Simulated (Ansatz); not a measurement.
# CH5Cl2NOSi: the cost of one run

Program: Ansatz 0.2.0. Level of theory: RKS PBE0-D4/def2-SVP. These are calculated values, not measurements.

1 further run of the same task is left out (it didn't finish).

**1. The starting structure**

Bond lengths: Si1–O2 1.680 Å, O2–C3 1.420 Å, C3–H4 1.110 Å, C3–H5 1.110 Å, C3–H6 1.110 Å, Si1–N7 1.820 Å, N7–H8 1.060 Å, N7–H9 1.060 Å, Si1–Cl10 2.128 Å, Si1–Cl11 2.128 Å. Angles (14 of 16 angles, heavy atoms first): Si1–O2–C3 125.0°, O2–Si1–N7 109.5°, O2–Si1–Cl10 109.5°, O2–Si1–Cl11 109.5°, N7–Si1–Cl10 109.5°, N7–Si1–Cl11 109.5°, Cl10–Si1–Cl11 109.5°, O2–C3–H4 109.5°, O2–C3–H5 109.5°, O2–C3–H6 109.5°, Si1–N7–H8 120.0°, Si1–N7–H9 120.0°, H4–C3–H5 109.4°, H4–C3–H6 109.4°.

As a file:

```xyz
11

Si    0.0000    0.0000    0.0000
O     0.0000    0.0000    1.6800
C    -1.1112   -0.3437    2.4945
H    -1.8140   -0.9775    1.9143
H    -0.7584   -0.9037    3.3856
H    -1.6313    0.5809    2.8212
N     1.7163    0.0000   -0.6061
H     2.2145   -0.9180   -0.7868
H     2.2175    0.9180   -0.7783
Cl   -1.0032    1.7381   -0.7093
Cl   -1.0032   -1.7381   -0.7093
```

**2. Preparing the start**

Input file input.yaml:

```yaml
crystal:
  periodic: [false, false, false]
  atoms:
    - { symbol: Si, position_ang: [0.0, 0.0, 0.0] }
    - { symbol: O, position_ang: [0.0, 0.0, 1.68] }
    - { symbol: C, position_ang: [-1.1112, -0.3437, 2.4945] }
    - { symbol: H, position_ang: [-1.814, -0.9775, 1.9143] }
    - { symbol: H, position_ang: [-0.7584, -0.9037, 3.3856] }
    - { symbol: H, position_ang: [-1.6313, 0.5809, 2.8212] }
    - { symbol: "N", position_ang: [1.7163, 0.0, -0.6061] }
    - { symbol: H, position_ang: [2.2145, -0.918, -0.7868] }
    - { symbol: H, position_ang: [2.2175, 0.918, -0.7783] }
    - { symbol: Cl, position_ang: [-1.0032, 1.7381, -0.7093] }
    - { symbol: Cl, position_ang: [-1.0032, -1.7381, -0.7093] }
basis:
  gaussian: { orbitals: def2-SVP }
hamiltonian:
  xc: pbe0
  dispersion: d4
relax:
  f_tol: 0.02
  max_steps: 40
```

Run with:

```bash
ansatz run input.yaml --threads 2 --pin off --max-ram 3072MiB --backend cpu --events-out ev --progress --plain --runs-dir out
```

**Question.** How long does this run take on 2 threads of Arm Neoverse V1, shared host, and how much memory does it need?

About 91 s, with a peak of 0.28 GiB.
